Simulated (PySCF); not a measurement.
**C2H9AsSi: electronic excitations and core binding energies**

Wanted: the electronic excitations and core binding energies of C2H9AsSi (`[SiH3]CC[AsH2]`), by calculation.

Computed with PySCF 2.14.0, with density-fitted response routines of our own, on a single molecule in the gas phase. Atoms are numbered from 0 throughout.

## (1) The molecule as given

13 atoms, charge 0, multiplicity 1; geometry from: GFN2-xTB.

Bonds of the start (Å): Si0–C1 1.90, C1–C2 1.53, C2–As3 1.99, Si0–H4 1.47, Si0–H5 1.46, Si0–H6 1.47, C1–H7 1.09, C1–H8 1.09, C2–H9 1.09, C2–H10 1.09, As3–H11 1.50, As3–H12 1.50.

## (2) Ultraviolet spectrum: wB97X-D/def2-SVPD

The job: settings as JSON, then the geometry in Å.

```
{"job": {"kind": "uv", "xc": "wB97X-D", "basis": "def2-SVPD", "nstates": 8, "ntriplets": 3}, "charge": 0, "multiplicity": 1}
Si    -2.017808    -0.309972    -0.680451
C     -0.358662    -0.446658     0.237486
C      0.664999     0.577271    -0.242676
As     2.384927     0.392453     0.745231
H     -2.561832     1.035173    -0.478231
H     -2.942109    -1.315498    -0.155475
H     -1.793393    -0.536369    -2.110392
H     -0.519798    -0.317932     1.312500
H      0.053810    -1.452402     0.109005
H      0.837876     0.469055    -1.315818
H      0.284774     1.589565    -0.074313
H      2.784145    -0.869826     0.029958
H      3.178682     1.185625    -0.255801
```

With the program's defaults for keys left out, this is: TDDFT wB97X-D/def2-SVPD, vertical, gas phase, core orbitals frozen in the response.

Launch:

```console
$ OMP_NUM_THREADS=1 python probes_run.py task.json out
```

The driver reads the jobs from task.json and runs them one after another.

**Question.** This job is followed by: delta-SCF UKS SCAN, pcX-2 on the ionised atom, pcseg-1 elsewhere, spin-free X2C. What will the session give for the following? lowest singlet (wB97X-D/def2-SVPD); brightest single state of those computed; lowest triplet; C1s binding energies, SCAN/pcX-2; Si1s binding energies, SCAN/pcX-2; Si2p binding energies, SCAN/pcX-2.

**Answer**, as computed:

| quantity | value |
| --- | --- |
| lowest singlet (wB97X-D/def2-SVPD) | 6.45 eV (192 nm), f = 0.094 |
| brightest single state of those computed | state 3, 7.10 eV, f = 0.208 |
| lowest triplet | 5.53 eV |
| C1s binding energies, SCAN/pcX-2 | C2 290.48, C1 290.23 eV |
| Si1s binding energies, SCAN/pcX-2 | Si0 1846.23 eV |
| Si2p binding energies, SCAN/pcX-2 | Si0 106.73 eV |

The lowest singlet, at 6.45 eV, is HOMO→LUMO 0.83, HOMO→LUMO+3 0.09 and is bright; of the 8 states computed, the strongest absorption comes from state 3 at 7.10 eV. The lowest triplet lies 0.92 eV below the lowest singlet (triplets in Tamm-Dancoff, singlets in full TDDFT). C2 (sp3 CH2 bonded to As) binds its C1s electron 0.25 eV more tightly than C1 (sp3 CH2 bonded to Si).
